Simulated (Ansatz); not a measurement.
# AlBrH₂OSi: a ladder of functionals and wavefunction methods

How much do the methods differ for AlBrH₂OSi? The plan is to run it at one geometry with functionals of several rungs and with coupled cluster. The yardstick is the atomisation energy at the CCSD(T) limit.

Method: functionals in def2-TZVPP, the program's frozen cores in correlated methods; program: Ansatz 0.2.0, Gaussian basis.

Plan: LDA (SPW92), PBE-D4, revPBE-D4, BLYP-D4, r2SCAN-D4, B97M-V, PBE0-D4, B3LYP-D4, r2SCANh-D4, r2SCAN0-D4, HSE06-D4, BHLYP-D4, CAM-B3LYP-D4, LC-ωPBE, ωB97X-V, ωB97M-V, B2PLYP, PBE-QIDH; CCSD(T)/def2-SVP; CCSD(T)/def2-TZVPP; MP2/def2-QZVPP; extrapolation to the limit; RPA on PBE.

## 1. Structure used throughout

The geometry comes from an earlier relaxation with PBE0-D4 in a triple-zeta def2 set; it is a stationary point.

SMILES `[Br][Al]1[O][SiH2]1`, 6 atoms, charge 0, spin multiplicity 1.

Atoms are counted from 1 here; the program's logs count them from 0.

Bond lengths: Br1–Al2 2.235 Å, Al2–O3 1.735 Å, Al2–Si4 2.270 Å, O3–Si4 1.682 Å, Si4–H5 1.488 Å, Si4–H6 1.488 Å. Angles: Br1–Al2–O3 129.4°, Br1–Al2–Si4 176.8°, O3–Al2–Si4 47.4°, Al2–O3–Si4 83.2°, Al2–Si4–O3 49.4°, Al2–Si4–H5 125.8°, Al2–Si4–H6 125.8°, O3–Si4–H5 115.5°, O3–Si4–H6 115.5°, H5–Si4–H6 107.9°.

## 2. LDA

This LDA is Slater exchange with PW92 correlation.

in.yaml reads:

```yaml
crystal:
  periodic: [false, false, false]
  atoms:
    - {symbol: Br, position_ang: [-0.789382, -3.384370, 0.314197]}
    - {symbol: Al, position_ang: [-0.123553, -1.254817, 0.179610]}
    - {symbol: O, position_ang: [-0.968602, 0.125760, -0.445179]}
    - {symbol: Si, position_ang: [0.440173, 0.935506, -0.009619]}
    - {symbol: H, position_ang: [1.201114, 1.544641, -1.133269]}
    - {symbol: H, position_ang: [0.282451, 1.969381, 1.048161]}
basis:
  gaussian: {orbitals: def2-TZVPP}
hamiltonian: {xc: lda}
output: {orbitals: {seedname: orbitals}}
```

Run with:

```
$ ansatz run in.yaml --threads 2 --pin off --events-out ev --progress --plain --max-ram 4352MiB
```

After this run come: PBE-D4 (GGA); revPBE-D4 (GGA); BLYP-D4 (GGA); r2SCAN-D4 (meta-GGA); B97M-V (meta-GGA); PBE0-D4 (hybrid); B3LYP-D4 (hybrid); r2SCANh-D4 (hybrid); r2SCAN0-D4 (hybrid); HSE06-D4 (hybrid); BHLYP-D4 (hybrid); CAM-B3LYP-D4 (range-separated); LC-ωPBE (range-separated); ωB97X-V (range-separated); ωB97M-V (range-separated); B2PLYP (double hybrid); PBE-QIDH (double hybrid); CCSD(T) in def2-SVP; CCSD(T) in def2-TZVPP; MP2 in def2-QZVPP; RPA on PBE orbitals.

**Question.** What will the summary of the whole plan be? Wanted: atomisation energy, CCSD(T)/CBS; farthest beyond LDA; mean size of error, GGA; mean size of error, meta-GGA; mean size of error, hybrid; mean size of error, range-separated; mean size of error, double hybrid; gap, smallest and largest; T1 diagnostic.

As calculated:

```
                               quantity                                           value
        atomisation energy, CCSD(T)/CBS                                   1919.2 kJ/mol
 functionals within 19.2 kJ/mol (1.0 %)  PBE-D4, r2SCAN-D4, B97M-V, r2SCANh-D4, ωB97X-V
                    farthest beyond LDA                         BHLYP-D4 (-99.9 kJ/mol)
                mean size of error, GGA                                     35.2 kJ/mol
           mean size of error, meta-GGA                                      4.1 kJ/mol
             mean size of error, hybrid                                     46.7 kJ/mol
    mean size of error, range-separated                                     25.1 kJ/mol
      mean size of error, double hybrid                                     42.4 kJ/mol
              gap, smallest and largest        2.75 eV (LDA (SPW92)), 9.20 eV (LC-ωPBE)
                          T1 diagnostic                                          0.0121
triples share of the correlation energy                                           3.8 %
```

What this shows: The LDA atomisation energy is off by 252.5 kJ/mol (13 %): it overbinds. PBE-D4 misses by -2.6 kJ/mol. Double hybrids carry the basis error of their MP2 part in triple zeta, and no dispersion term here, so their miss is partly the set-up's. By mean error the best rung here is meta-GGA (4.1 kJ/mol) and the worst beyond LDA is hybrid (46.7 kJ/mol). The mean of the hybrids holds BHLYP, with half exact exchange. The reference freezes the cores and leaves out relativity and excitations past (T), and its outer-core shells are covered unevenly, so misses under about 19.2 kJ/mol can't be ranked. All levels share the lack of spin-orbit coupling, which lowers the free heavy atoms and so the true binding. Hartree-Fock recovers 70 % of the binding; the rest is correlation. CCSD(T) in def2-SVP is off by -185.2 kJ/mol, so the small basis spoils what the method gains. Orbital gaps span 2.8 to 9.2 eV; exact exchange widens them. Correlated methods include outer-core shells of Br, which these sets cover unevenly.
